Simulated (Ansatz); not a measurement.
**C2H6AlFN2: basis-set convergence**

The task here is to estimate one member of a computed series from the others.

Program: Ansatz 0.2.0, Gaussian basis. Level of theory: one geometry, several basis sets. These are calculated values, not measurements.

The runs, in order: PBE0-D4/def2-SVP; ωB97M-V/def2-SVP; PBE0-D4/def2-QZVPP; ωB97M-V/def2-QZVPP; the functionals' def2-TZVPP values are taken from earlier runs.

### The geometry

An earlier PBE0-D4 in a triple-zeta def2 set relaxation fixed the geometry.

12 atoms, charge 0, spin multiplicity 1.

Atoms are counted from 1 here; the program's logs count them from 0.

Bond lengths: C1–Al2 1.940 Å, C1–H7 1.093 Å, C1–H8 1.094 Å, C1–H9 1.094 Å, Al2–N3 1.758 Å, Al2–C4 1.992 Å, N3–H10 1.008 Å, N3–H11 1.006 Å, C4–N5 1.251 Å, C4–F6 1.374 Å, N5–H12 1.023 Å. Angles: Al2–C1–H7 112.5°, Al2–C1–H8 110.9°, Al2–C1–H9 110.9°, H7–C1–H8 107.9°, H7–C1–H9 107.8°, H8–C1–H9 106.5°, C1–Al2–N3 125.6°, C1–Al2–C4 122.6°, N3–Al2–C4 111.9°, Al2–N3–H10 121.8°, Al2–N3–H11 127.3°, H10–N3–H11 110.9°, Al2–C4–N5 122.7°, Al2–C4–F6 117.3°, N5–C4–F6 120.1°, C4–N5–H12 112.8°.

As a file:

```mol
C2H6AlFN2
  3D, bonds by distance, orders not assigned

 12 11  0  0  0  0  0  0  0  0999 V2000
   -1.0799   -1.2970    1.2046 C   0  0
    0.1470   -0.2868    0.0927 Al  0  0
    1.7655   -0.7964   -0.3688 N   0  0
   -0.3140    1.4956   -0.6672 C   0  0
    0.4701    2.1426   -1.3961 N   0  0
   -1.5516    2.0094   -0.3612 F   0  0
   -0.6701   -2.2625    1.5103 H   0  0
   -2.0216   -1.4828    0.6790 H   0  0
   -1.3346   -0.7391    2.1112 H   0  0
    2.3563   -0.2239   -0.9519 H   0  0
    2.2307   -1.6518   -0.1162 H   0  0
    0.0793    3.0375   -1.7025 H   0  0
  1  2  8  0
  2  3  8  0
  2  4  8  0
  4  5  8  0
  4  6  8  0
  1  7  8  0
  1  8  8  0
  1  9  8  0
  3 10  8  0
  3 11  8  0
  5 12  8  0
M  END
```

The first run:

Input file in.yaml:

```yaml
crystal:
  periodic: [false, false, false]
  atoms:
    - {symbol: C, position_ang: [-1.079930, -1.296972, 1.204650]}
    - {symbol: Al, position_ang: [0.147023, -0.286812, 0.092709]}
    - {symbol: N, position_ang: [1.765526, -0.796357, -0.368797]}
    - {symbol: C, position_ang: [-0.314008, 1.495627, -0.667151]}
    - {symbol: N, position_ang: [0.470065, 2.142551, -1.396107]}
    - {symbol: F, position_ang: [-1.551593, 2.009399, -0.361194]}
    - {symbol: H, position_ang: [-0.670121, -2.262539, 1.510259]}
    - {symbol: H, position_ang: [-2.021564, -1.482833, 0.678959]}
    - {symbol: H, position_ang: [-1.334598, -0.739122, 2.111175]}
    - {symbol: H, position_ang: [2.356294, -0.223926, -0.951938]}
    - {symbol: H, position_ang: [2.230746, -1.651767, -0.116155]}
    - {symbol: H, position_ang: [0.079260, 3.037451, -1.702512]}
basis:
  gaussian: {orbitals: def2-SVP}
hamiltonian: {xc: pbe0, dispersion: d4}
output: {orbitals: {seedname: orbitals}}
```

Steps of the session up to this table: PBE0-D4 in def2-SVP; ωB97M-V in def2-SVP; PBE0-D4 in def2-QZVPP; ωB97M-V in def2-QZVPP.

One of the session's tables, all rows but one given; the rest of the session is left out.

It belongs to the step «Density functionals: the series». 

| functional | basis | HOMO (eV) |
| --- | --- | --- |
| PBE0-D4 | def2-SVP | -7.35 |
| PBE0-D4 | def2-TZVPP | ? |
| PBE0-D4 | def2-QZVPP | -7.58 |
| ωB97M-V | def2-SVP | -9.74 |
| ωB97M-V | def2-TZVPP | -9.95 |
| ωB97M-V | def2-QZVPP | -10.00 |

**Question.** Estimate the row for PBE0-D4, def2-TZVPP.

As computed: HOMO (eV): -7.54. In the column «HOMO (eV)» it lies between PBE0-D4, def2-QZVPP (-7.58) and PBE0-D4, def2-SVP (-7.35).
